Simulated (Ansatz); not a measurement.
Write a Python script for Ansatz's Python interface that makes a cohesive energy from free atoms of SrMg and its free atoms. Level of theory (first run): PBEsol, PAW, cutoff 460 eV, 10×10×10 k-points, cold smearing of 0.02 eV.

`srmg.py`
```python
from collections import Counter
import warnings

import ansatz as az


def counts(outcome):
    return Counter(site.symbol for site in outcome.lattice.sites)

UNPAIRED = {"Sr": 0, "Mg": 0}  # unpaired electrons of the free atoms


def compute(name, crystal):
    calc = (
        crystal.calculation()
        .functional(az.Functional.PBESOL)
        .scf(tolerance=1e-10)
        .basis(460)
        .kpoints(spacing=0.15)
        .occupations("cold", width=0.02)
    )
    if name.endswith(" atom"):
        calc = calc.kpoints(1, 1, 1).occupations("fermi_dirac", width=0.01)
        if UNPAIRED[name.split()[0]]:
            calc = calc.spin("collinear")
        return calc.run(threads=1)
    calc = calc.relax(force_tolerance=0.03, max_steps=60, cell=True)
    return calc.run(threads=1)


def main() -> None:
    warnings.simplefilter("ignore", az.DeckWarning)

    phases = {}
    srmg = (
        az.Lattice.cubic(4.19032)
        .space_group(221)
        .atom("Sr", (0.5, 0.5, 0.5))
        .atom("Mg", (0.0, 0.0, 0.0))
    )
    phases["SrMg"] = srmg
    for element, moment in UNPAIRED.items():
        phases[f"{element} atom"] = az.Lattice.orthorhombic(9.0, 9.5, 10.0).atom(element, (0.5, 0.5, 0.5), moment=moment or None)

    done = {}
    for name, crystal in phases.items():
        done[name] = compute(name, crystal)
        print(f"{name}: {done[name].report['energy_sigma0_ev']:.4f} eV, {len(done[name].lattice.sites)} atoms")

    print({element: round(done[f"{element} atom"].report["magnetization_mub"], 2) for element in UNPAIRED}, "muB on the free atoms")
    solid = done["SrMg"]
    n = counts(solid)
    binding = (sum(k * done[f"{e} atom"].report["energy_sigma0_ev"] for e, k in n.items()) - solid.report["energy_sigma0_ev"]) / sum(n.values())
    print(f"cohesive energy {binding:.3f} eV/atom = {96.4853 * binding:.0f} kJ/mol of atoms (no zero-point energy)")


if __name__ == "__main__":
    main()
```

```console
$ python srmg.py
SrMg: -5404.3962 eV, 2 atoms
Sr atom: -3490.4977 eV, 1 atoms
Mg atom: -1910.3534 eV, 1 atoms
{'Sr': 0.0, 'Mg': 0.0} muB on the free atoms
cohesive energy 1.773 eV/atom = 171 kJ/mol of atoms (no zero-point energy)
```

Absolute energies stand on the zero of these potentials, so only differences at equal settings mean something. The magnetic order follows from the starting moments and needn't be the lowest. For the metals among these phases the mesh is modest: differences between phases can be off by up to 40 meV an atom. The cells come from databases of deposited and of computed structures, and not all need be stable phases. Free atoms in a box carry small image and symmetry errors, and spin-orbit coupling is left out. It ran for 16 s on 1 thread of Arm Neoverse V1, with other jobs on the host, peak memory 0.61 GiB.
